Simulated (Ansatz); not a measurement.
# Al: the cost of one run

Program: Ansatz 0.2.0. Level of theory: DFT PBEsol, scalar-relativistic, plane waves, PAW. These are calculated values, not measurements.

### Step 1. The structure to begin with

It takes space group I4/mmm (No. 139, tetragonal). The conventional cell has a = 2.824 Å, b = 2.824 Å, c = 4.297 Å, α = 90.00°, β = 90.00°, γ = 90.00°. Al (site symmetry 4/mmm) is surrounded by 12 Al at 2.82 to 2.93 Å.

Coordinates:

```cif
data_structure
_symmetry_space_group_name_H-M 'P 1'
_symmetry_Int_Tables_number 1
_cell_length_a 2.9333
_cell_length_b 2.9333
_cell_length_c 2.9333
_cell_angle_alpha 122.442
_cell_angle_beta 122.442
_cell_angle_gamma 85.820
_cell_volume 17.14
loop_
_atom_site_label
_atom_site_type_symbol
_atom_site_fract_x
_atom_site_fract_y
_atom_site_fract_z
_atom_site_occupancy
Al1 Al 0.00000 0.00000 0.00000 1
```

This is candidate A: indium (bct) type (I4/mmm, No. 139).

(A quick probe on a coarse mesh, which set the mesh and smearing, is not shown.)

### Step 3. Rough relaxation on the coarse mesh (candidate A)

The input, input.yaml:

```yaml
crystal:
  lattice:
    - [-1.4122003936, 1.4122003936, 2.1484568852]
    - [1.4122003936, -1.4122003936, 2.1484568852]
    - [1.4122003936, 1.4122003936, -2.1484568852]
  atoms:
    - { symbol: Al, position: [0.0, 0.0, 0.0] }
basis:
  ecutwfc: 420
kpoints:
  mp_grid: { grid: [8, 8, 8] }
hamiltonian:
  xc: pbesol
scf:
  occupations: { method: gaussian, width: 0.1 }
  lower_state_search: "off"
output:
  forces: true
  stress: true
  eigenvalues: true
relax:
  adjacent_minimum: "off"
  f_tol: 0.04
  max_steps: 70
  cell: { stress_tol: 0.4 }
```

**Question.** How long does this run take on 1 thread of an Arm CPU, shared host, and how much memory does it need?

About 3 s, with a peak of 0.25 GiB.
